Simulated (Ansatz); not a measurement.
**CH3BFI: rigid torsion scan**

Aim: a rigid torsion scan, for CH3BFI, run from a script. SMILES: FCBI.

All numbers are computed with Ansatz 0.2.0 through its Python package. Level of theory: r2SCAN0/def2-SVP.

### 1 The structure

Bond lengths: F1–C2 1.392 Å, C2–B3 1.574 Å, B3–I4 2.257 Å, C2–H5 1.122 Å, C2–H6 1.119 Å, B3–H7 1.165 Å. Angles: F1–C2–B3 109.4°, F1–C2–H5 106.9°, F1–C2–H6 112.5°, B3–C2–H5 111.1°, B3–C2–H6 108.1°, H5–C2–H6 108.7°, C2–B3–I4 119.3°, C2–B3–H7 122.6°, I4–B3–H7 117.7°.

The script holds or builds the structure itself.

### 2 The code

torsion_ch3bfi.py reads:

```python
import ansatz as az
from ase import Atoms

atoms = Atoms(["F", "C", "B", "I", "H", "H", "H"], positions=[
    (-0.8335, -1.4375, -0.4977),
    (-0.1419, -0.2498, -0.7182),
    (0.0123, 0.5257, 0.643),
    (1.1625, -0.4306, 2.3335),
    (0.8593, -0.528, -1.141),
    (-0.6643, 0.4222, -1.445),
    (-0.3331, 1.6299, 0.7797),
])

first = (
    az.Crystal.molecule_from_ase(atoms).calculation()
    .basis(gaussian="def2-SVP")
    .functional("r2scan0")
    .relax(force_tolerance=0.02, max_steps=80)
)
atoms.positions = first.run(threads=1).report["positions_ang"]

start = atoms.get_dihedral(0, 1, 2, 3)
energies = {}
for turn in range(0, 360, 30):
    turned = atoms.copy()
    turned.set_dihedral(0, 1, 2, 3, start + turn, indices=[2, 3, 6])
    base = az.Crystal.molecule_from_ase(turned).calculation()
    base = base.basis(gaussian="def2-SVP")
    base = base.functional("r2scan0")
    energies[round((start + turn) % 360)] = base.run(threads=1).report["free_energy_ev"]
floor = min(energies.values())
print("dihedral F0-C1-B2-I3 (deg)   E - E(min) (eV)")
for angle, e in sorted(energies.items()):
    print(f"{angle:8d} {(e - floor):14.3f}  " + "#" * int(30 * (e - floor) / max(max(energies.values()) - floor, 1e-9)))
```

### 3 Running it

On the command line:

```
> python torsion_ch3bfi.py
```

**Question.** Where along the turn do the lowest and the highest point lie, and how far apart are they?

The runs gave:

```
              quantity     value
         runs compared        12
       range of energy  0.380 eV
lowest point, turn (°)         0
```

**Reading.** The lowest point is at 0° and the highest at 90°, 0.380 eV (36.7 kJ/mol) above it, with the rest of the molecule held. Run 0: After 8 moves the largest shift is 0.727 Å, of atom 4 (I). The scan is rigid and the energies are electronic, in a modest basis. With rigid groups the curve can differ much from the relaxed path, the start wasn't checked as a minimum of this torsion, and equivalent turns needn't return to the same energy. def2 sets replace the cores of elements past krypton by effective core potentials.
